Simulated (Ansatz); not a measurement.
**Sn (Im-3m): scan of the energy under strain in Python**

What does a strain cost in Sn (Im-3m)? A script is to give a scan of the energy under strain; the system is Sn (Im-3m).

Program: Ansatz 0.2.0, driven from Python. Level of theory: DFT r2SCAN, plane waves, PAW. These are calculated values, not measurements.

## (1) The system

It takes space group Im-3m (No. 229, cubic). Conventional cell: a = 3.789 Å, b = 3.789 Å, c = 3.789 Å, α = 90.00°, β = 90.00°, γ = 90.00°. Sn (site symmetry m-3m) has 8 Sn at 3.28 Å as nearest neighbours.

No structure file is read: the coordinates are typed or built in the script.

## (2) The code

Contents of sn_strain.py:

```python
"""Energy of Sn under tetragonal strain, ions carried with the cell."""

import warnings

import ansatz as az
import numpy as np

vectors0 = np.array([
    [-1.89465, 1.89465, 1.89465],
    [1.89465, -1.89465, 1.89465],
    [1.89465, 1.89465, -1.89465],
])
sites = [
    ("Sn", (0.0, 0.0, 0.0)),
]


def on_lattice(cell):
    crystal = az.Crystal(lattice=az.Lattice.of(cell))
    for symbol, position in sites:
        crystal = crystal.atom(symbol, position)
    return crystal

warnings.simplefilter("ignore", az.DeckWarning)

# clamped ions: the fractional positions stay as typed
values = np.linspace(-0.03, 0.03, 5)
energies = []
for d in values:
    strain = np.diag([d, d, (1 + d) ** -2 - 1])
    cell = vectors0 @ (np.eye(3) + strain)
    calculation = (
        on_lattice(cell).calculation()
        .functional("r2SCAN")
        .occupations(az.OccupationsMethod.FERMI_DIRAC)
        .pseudopotentials("paw")
        .basis(520)
        .kpoints(13, 13, 13)
        .stress()
    )
    summary = calculation.run(threads=1, backend="cpu").report
    energies.append(summary["free_energy_ev"] / len(sites))
    s = summary["stress_gpa"]
    print(f"d = {d:+.4f}  stress xx yy zz xy (GPa, compression positive): {s[0][0]:8.3f} {s[1][1]:8.3f} {s[2][2]:8.3f} {s[0][1]:8.3f}")
energies = np.array(energies)

for value, e in zip(values, energies):
    print(f"strain {value:7.3f}   E - Emin = {1000 * (e - energies.min()):9.3f} meV/atom")
np.savetxt("strain.csv", np.column_stack([values, energies]), fmt="%.6f", delimiter=",", header="strain,energy_eV_per_atom")
curvature = 2 * np.polyfit(values, energies, 3)[1]
volume = abs(np.linalg.det(vectors0)) / len(sites)
print(f"d2E/dd2 over the volume: {curvature / volume * 160.21766:.1f} GPa")
```

## (3) What the engine is handed

The engine receives this input (first run):

```yaml
crystal:
  lattice:
    - [-1.8378104999999998, 1.8378104999999998, 2.0136571367839307]
    - [1.8378104999999998, -1.8378104999999998, 2.0136571367839307]
    - [1.8378104999999998, 1.8378104999999998, -2.0136571367839307]
  atoms:
    - { symbol: Sn, position: [0.0, 0.0, 0.0] }
basis:
  ecutwfc: 520.0
kpoints:
  mp_grid:
    grid: [13, 13, 13]
hamiltonian:
  xc: r2scan
  pseudopotentials:
    kind: paw
scf:
  occupations:
    method: fermi_dirac
output:
  stress: true
```

## (4) The run

Launch:

```
> python sn_strain.py
```

Q: Predict the main results. Wanted: curvature under the strain; range of energy; lowest point, strain.

As calculated:

| quantity | value |
| --- | --- |
| curvature under the strain | -116.1 GPa |
| runs compared | 5 |
| range of energy | 10.43 meV/atom |
| lowest point, strain | 0.030 |

**Reading.** The lowest point is at the last value of the scan; the highest lies 10.4 meV/atom above it. The unstrained cell isn't the minimum along this strain, so the curvature isn't an elastic constant at equilibrium. A negative curvature there points to an instability against this strain. The curvature belongs to this strain pattern and to the cell's stress; it equals a single elastic constant only for simple patterns. In a metal a curvature from energy changes of a few meV or less hangs on mesh and smearing, in size and even in sign. This isn't the structure that Sn takes at ambient conditions. The ions keep their fractional positions (clamped ions). Whether this is the phase that is stable at ambient conditions was not tested.
